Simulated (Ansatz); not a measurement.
# GdO: the cost of one run

Computed with Ansatz 0.2.0 (DFT PBEsol+U (U_eff = 8 eV on Gd f), plane waves, PAW, no spin–orbit coupling unless a run says so, unless a step's input says otherwise).

## (1) Starting point

It takes space group F-43m (No. 216, cubic). Conventional cell: a = 5.400 Å, b = 5.400 Å, c = 5.400 Å, α = 90.00°, β = 90.00°, γ = 90.00°. Gd (site symmetry -43m) is surrounded by 4 O at 2.34 Å. O (site symmetry -43m) has 4 Gd at 2.34 Å as nearest neighbours.

Coordinates:

```cif
data_structure
_symmetry_space_group_name_H-M 'P 1'
_symmetry_Int_Tables_number 1
_cell_length_a 3.8184
_cell_length_b 3.8184
_cell_length_c 3.8184
_cell_angle_alpha 60.000
_cell_angle_beta 60.000
_cell_angle_gamma 60.000
_cell_volume 39.37
loop_
_atom_site_label
_atom_site_type_symbol
_atom_site_fract_x
_atom_site_fract_y
_atom_site_fract_z
_atom_site_occupancy
Gd1 Gd 0.00000 0.00000 0.00000 1
O1 O 0.25000 0.25000 0.25000 1
```

## (2) Ferromagnetic start, free, symmetry kept, no search

Input file input.yaml:

```yaml
crystal:
  lattice:
    - [0.0, 2.7, 2.7]
    - [2.7, 0.0, 2.7]
    - [2.7, 2.7, 0.0]
  atoms:
    - { symbol: Gd, position: [0.0, 0.0, 0.0], spin: 7.0 }
    - { symbol: O, position: [0.25, 0.25, 0.25] }
basis:
  ecutwfc: 420
  ecutrho_ratio: 4
kpoints:
  mp_grid: { grid: [6, 6, 6] }
hamiltonian:
  xc: pbesol
  hubbard: { sites: [{ site: 0, l: f, u_eff: 8.0 }] }
scf:
  occupations: { method: gaussian, width: 0.05 }
  lower_state_search: "off"
  max_iter: 150
output:
  forces: true
  stress: true
  eigenvalues: true
  populations: true
  hubbard: { sites: [{ site: 0, l: f }] }
magnetization:
  spin_polarized: true
```

Started as:

```bash
$ ansatz run input.yaml --threads 2 --pin off --max-ram 3072MiB --backend cpu --events-out ev --progress --plain --runs-dir out
```

Q: Estimate wall time and peak memory on 2 threads of Arm Neoverse V1, shared host.

About 4.8 s, with a peak of 0.32 GiB.
